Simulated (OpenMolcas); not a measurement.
**AlCNClOF (SMILES O=C=[N][Al]([F])[Cl]) at 6 levels**

Wanted: a comparison of 6 runs (HF/cc-pVDZ, B2PLYP/cc-pVDZ, BHLYP/cc-pVDZ, M06-2X/cc-pVDZ, revPBE/cc-pVDZ, CCSD(T)/cc-pVDZ) of AlCNClOF. 

The results are computed with OpenMolcas 26.06.

1 further run of the same task is left out (set aside as unsound or not needed).

**1. Starting point**

AlCNClOF has 6 atoms, charge 0, and is taken as a singlet. As SMILES, `O=C=[N][Al]([F])[Cl]`. The shape is that of a PBE0-D4/def2-TZVP optimisation. This is one conformer, not always the lowest.

Bond lengths: O1–C2 1.162 Å, C2–N3 1.197 Å, N3–Al4 1.741 Å, Al4–F5 1.632 Å, Al4–Cl6 2.064 Å. Angles: O1–C2–N3 179.5°, C2–N3–Al4 174.7°, N3–Al4–F5 119.2°, N3–Al4–Cl6 121.4°, F5–Al4–Cl6 119.4°.

**2. Energy and gradient at HF/cc-pVDZ (run 1)**

calc.inp reads:

```
>>> EXPORT MOLCAS_PRINT=2

&GATEWAY
  BasLib=$CurrDir
  Coord
  6
  angstrom
  O       -1.726000      -0.301300       2.353900
  C       -1.034500      -0.244700       1.421600
  N       -0.321400      -0.196300       0.461800
  Al       0.694800       0.033100      -0.933400
  F        1.379200      -1.268200      -1.642400
  Cl       1.050000       1.913400      -1.707800
  Basis=cc-pVDZ
  Group=NoSym

&SEWARD

&SCF
  Thresholds=1e-10 1e-07 1e-07 1e-05
  PrOrbitals=1 2

&ALASKA
```

The basis set cc-pVDZ is read from a file made from the Basis Set Exchange's data (not shown).

On the command line:

```bash
$ export MOLCAS_MEM=1860
$ pymolcas calc.inp > calc.log
```

The log of the run:

```text
--- Start Module: gateway ---
[...]
--- Stop Module: gateway /rc=_RC_ALL_IS_WELL_ ---
[...]
      Basis functions           92
[...]
--- Start Module: scf ---
[...]
       Convergence after  15 Iterations
[...]
::    Total SCF energy                               -968.2714102162
[...]
      Total spin, S                                     0.0000000000
[...]
      Total electronic charge=   60.000000
      Total            charge=   -0.000000
[...]
      Dipole Moment (debye):
      Origin of the operator (angstrom)=    0.3021    0.2701   -0.4468
                   X=  1.5212E-01               Y=  4.9259E-01               Z= -2.7770E-01           Total=  5.8558E-01
      Quadrupole Moment (debye*angstrom):
[...]
--- Stop Module: scf /rc=_RC_ALL_IS_WELL_ ---
[...]
--- Start Module: alaska ---
[...]
 *              Molecular gradients               *
 **************************************************
  Irreducible representation: a
 ------------------------------------------------------------------------------------------
                              X                       Y                       Z
 ------------------------------------------------------------------------------------------
  O1               -2.19825890377923E-02   -1.92303940740901E-03    2.96536070681519E-02
  C2                1.16772922542874E-02    1.40063308208860E-03   -1.58148019755346E-02
  N3                1.59746567837127E-02    2.29257435049357E-03   -2.17136792708974E-02
  AL4               5.50622194530093E-03   -7.72786565849426E-03   -6.10011003435096E-03
  F5               -8.80786826910018E-03    1.65020200085291E-02    9.14457998322504E-03
  CL6              -2.36771367645794E-03   -1.05443223751251E-02    4.83040422938430E-03
 ------------------------------------------------------------------------------------------
--- Stop Module: alaska /rc=_RC_ALL_IS_WELL_ ---
[...]
```

Run time: 15 s. Hardware: 1 thread of Intel Xeon Platinum 8259CL at 2.50GHz (Skylake/Cascade Lake), shared host; peak memory 0.51 GiB.

**3. The energy at B2PLYP/cc-pVDZ (run 2)**

test.inp reads:

```
&gateway
 baslib=$CurrDir
 coord
 6
 angstrom
 O       -1.726000      -0.301300       2.353900
 C       -1.034500      -0.244700       1.421600
 N       -0.321400      -0.196300       0.461800
 Al       0.694800       0.033100      -0.933400
 F        1.379200      -1.268200      -1.642400
 Cl       1.050000       1.913400      -1.707800
 basis=cc-pVDZ
 group=NoSym

&seward
 gridinput
 Grid=UltraFine
 End of Grid

&scf
 ksdft=B2PLYP_SCF
 thresholds=1e-10 1e-07 1e-07 1e-05
 prorbitals=1 2

&mbpt2
 frozen=14
```

The basis set cc-pVDZ is read from a file made from the Basis Set Exchange's data (not shown).

On the command line:

```bash
$ export MOLCAS_MEM=1860
$ pymolcas test.inp > test.log
```

The log of the run:

```text
--- Start Module: gateway ---
[...]
--- Stop Module: gateway /rc=_RC_ALL_IS_WELL_ ---
[...]
      Basis functions           92
[...]
--- Start Module: scf ---
[...]
       Convergence after  15 Iterations
[...]
::    Total KS-DFT energy                            -970.0165010659
[...]
      Total spin, S                                     0.0000000000
[...]
      Total electronic charge=   60.000000
      Total            charge=   -0.000000
[...]
      Dipole Moment (debye):
      Origin of the operator (angstrom)=    0.3021    0.2701   -0.4468
                   X=  1.3382E-01               Y=  4.5710E-01               Z= -2.4795E-01           Total=  5.3696E-01
      Quadrupole Moment (debye*angstrom):
[...]
--- Stop Module: scf /rc=_RC_ALL_IS_WELL_ ---
[...]
--- Start Module: mbpt2 ---
[...]
 ###    WARNING: MP2 implementation intended for RHF references only         ###
 ###############################################################################
MBPT2 WARNING: Reference function according to RunFile:KS-DFT
I'll assume you know what you're doing and continue
WARNING!
Default frozen orbitals as non valence orbitals is overwritten by user input.
Default values:  11
[...]
       Reference weight ( Cref**2 )         =        0.71064
::    Total MBPT2 energy                             -971.0334331761
[...]
      Total MBPT2 calculations                           0.43      0.49
--- Stop Module: mbpt2 /rc=_RC_ALL_IS_WELL_ ---
[...]
```

It took 31 s on 1 thread of Intel Xeon Platinum 8259CL at 2.50GHz (Skylake/Cascade Lake), shared host; peak memory 0.51 GiB.

Runs 3 to 4 aren't shown in full; the table further down has their settings and results.

**4. Energy and forces at revPBE/cc-pVDZ (run 5)**

run.input reads:

```
* CAlClFNO Kohn-Sham DFT
&gateway
baslib = $CurrDir
coord
6
angstrom
O       -1.726000      -0.301300       2.353900
C       -1.034500      -0.244700       1.421600
N       -0.321400      -0.196300       0.461800
Al       0.694800       0.033100      -0.933400
F        1.379200      -1.268200      -1.642400
Cl       1.050000       1.913400      -1.707800
basis = cc-pVDZ
group = NoSym
&seward
gridinput
Grid=UltraFine
End of Grid
&scf
ksdft = revPBE
thresholds = 1e-10 1e-07 1e-07 1e-05
prorbitals = 1 1
&alaska
```

The basis set cc-pVDZ is read from a file made from the Basis Set Exchange's data (not shown).

On the command line:

```bash
$ export MOLCAS_MEM=1860
$ pymolcas run.input > run.log
```

The log of the run:

```text
--- Start Module: gateway ---
[...]
--- Stop Module: gateway /rc=_RC_ALL_IS_WELL_ ---
[...]
      Basis functions           92
[...]
--- Start Module: scf ---
[...]
       Convergence after  16 Iterations
[...]
::    Total KS-DFT energy                            -970.5434677351
[...]
      Total spin, S                                     0.0000000000
[...]
      Total electronic charge=   60.000000
      Total            charge=   -0.000000
[...]
      Dipole Moment (debye):
      Origin of the operator (angstrom)=    0.3021    0.2701   -0.4468
                   X=  8.1177E-02               Y=  3.5263E-01               Z= -1.6154E-01           Total=  3.9627E-01
      Quadrupole Moment (debye*angstrom):
[...]
--- Stop Module: scf /rc=_RC_ALL_IS_WELL_ ---
[...]
--- Start Module: alaska ---
[...]
 *              Molecular gradients               *
 **************************************************
  Irreducible representation: a
 ------------------------------------------------------------------------------------------
                              X                       Y                       Z
 ------------------------------------------------------------------------------------------
  O1                2.86455103001089E-02    2.50754131219821E-03   -3.86512160788968E-02
  C2               -1.30315329211816E-04   -6.90917367928590E-04    2.85925120334207E-04
  N3               -1.58377236393816E-02    1.04840317319965E-03    2.09491018464547E-02
  AL4               8.82884394922034E-03   -1.88842144796153E-02   -8.78849507221124E-03
  F5               -1.80058569964139E-02    3.39921799601655E-02    1.86748876091478E-02
  CL6              -3.50045828433299E-03   -1.79729925980112E-02    7.52979657500319E-03
 ------------------------------------------------------------------------------------------
--- Stop Module: alaska /rc=_RC_ALL_IS_WELL_ ---
[...]
```

It took 41 s on 1 thread of Intel Xeon Platinum 8259CL at 2.50GHz (Skylake/Cascade Lake), shared host; peak memory 0.51 GiB.

**5. The energy at CCSD(T)/cc-pVDZ (run 6)**

mol.xyz reads:

```xyz
6

O     -1.726000    -0.301300     2.353900
C     -1.034500    -0.244700     1.421600
N     -0.321400    -0.196300     0.461800
Al     0.694800     0.033100    -0.933400
F      1.379200    -1.268200    -1.642400
Cl     1.050000     1.913400    -1.707800
```

test.input reads:

```
* CAlClFNO CCSD(T)
&gateway
baslib=$CurrDir
coord=mol.xyz
basis=cc-pVDZ
group=NoSym
&seward
&scf
thresholds=1e-10 1e-07 1e-07 1e-05
prorbitals=1 2
&rasscf
fileorb=$Project.ScfOrb
spin=1
nactel=0 0 0
inactive=30
ras2=0
outorbitals=Canonical
orblisting=Few
&motra
jobiph
frozen=14
&ccsdt
cct
triples=2
iterations=80
accuracy=1e-08
extrapolation=5 4
```

The basis set cc-pVDZ is read from a file made from the Basis Set Exchange's data (not shown).

On the command line:

```bash
$ export MOLCAS_MEM=1860
$ pymolcas test.input > test.log
```

The log of the run:

```text
--- Start Module: gateway ---
[...]
--- Stop Module: gateway /rc=_RC_ALL_IS_WELL_ ---
[...]
      Basis functions           92
[...]
       Convergence after  15 Iterations
[...]
::    Total SCF energy                               -968.2714102162
[...]
      Total spin, S                                     0.0000000000
[...]
      Number of active orbitals                  0
[...]
      Spin quantum number                      0.0
[...]
      Active orbitals                            0
[...]
      Number of CSFs                             1
[...]
      Number of root(s) required                 1
[...]
      Convergence after  4 iterations
[...]
      Natural orbitals and occupation numbers for root  1
      ************************************************************************************************************************
      *                                                    Final results                                                     *
      ************************************************************************************************************************
[...]
::    RASSCF root number  1 Total energy:   -968.27141022
[...]
      Total electronic charge=   60.000000
      Total            charge=   -0.000000
[...]
      Dipole Moment (debye):
      Origin of the operator (angstrom)=    0.3021    0.2701   -0.4468
                   X=  1.5212E-01               Y=  4.9259E-01               Z= -2.7770E-01           Total=  5.8558E-01
      Quadrupole Moment (debye*angstrom):
[...]
--- Start Module: motra ---
[...]
      *** WARNING: Default frozen orbitals is overwritten by user input.
      *** Default values:  11
[...]
--- Stop Module: motra /rc=_RC_ALL_IS_WELL_ ---
[...]
--- Start Module: ccsdt ---
[...]
      Convergence after                    18  Iterations
      Total energy (diff) :    -969.10963986      -0.00000000
[...]
 METHOD                       : CCSD+T(CCSD)+<T3(1)WT1> = CCSD(T)
[...]
       CCSD     =      -969.1096398563045
[...]
--- Stop Module: ccsdt /rc=_RC_ALL_IS_WELL_ ---
[...]
```

It took 2.3 min on 1 thread of Intel Xeon Platinum 8259CL at 2.50GHz (Skylake/Cascade Lake), shared host; peak memory 0.51 GiB.

**6. Overview of the runs**

```csv
run,level,task,frozen core orbitals,energy (Eh),dipole moment (D) of the reference,HOMO energy (eV),LUMO energy (eV),wall time
1,HF/cc-pVDZ,gradient,–,-968.271410,0.59,-12.52,1.91,15 s
2,B2PLYP/cc-pVDZ,energy,14,-970.291073,0.54,-10.25,0.10,31 s
3,BHLYP/cc-pVDZ,gradient,–,-970.648478,0.55,-10.32,-0.20,40 s
4,M06-2X/cc-pVDZ,gradient,–,-970.644114,0.52,-10.37,-0.46,53 s
5,revPBE/cc-pVDZ,gradient,–,-970.543468,0.40,-7.44,-1.71,41 s
6,CCSD(T)/cc-pVDZ,energy,14,-969.134933,0.59,-12.52,1.91,2.3 min
```

**7. Outcome**

| quantity | value |
| --- | --- |
| run 6: total energy | -969.13493 Eh |
| run 6: dipole moment (mean-field density) | 0.59 D |
| run 6: HOMO energy (Hartree–Fock orbitals) | -12.52 eV |
| run 6: LUMO energy (Hartree–Fock orbitals) | 1.91 eV |
| run 6: HOMO–LUMO gap (Hartree–Fock orbitals) | 14.44 eV |
| run 6: correlation energy (14 core orbitals frozen) | -863.5 mEh |
| run 6: (T) correction | -25.29 mEh |

In words: Over runs 1, 2, 3, 4, 5 the dipole moment (its size) runs from 0.40 D (revPBE/cc-pVDZ) to 0.59 D (HF/cc-pVDZ). Over runs 1, 2, 3, 4, 5 the HOMO–LUMO gap runs from 5.72 eV (revPBE/cc-pVDZ) to 14.44 eV (HF/cc-pVDZ). Exact exchange widens orbital gaps. For B2PLYP the log adds the whole second-order term; the table takes 0.27 of it, as the functional is defined. Totals of different functionals can't be ranked against each other. All runs together took 5.2 min, the longest 2.3 min.
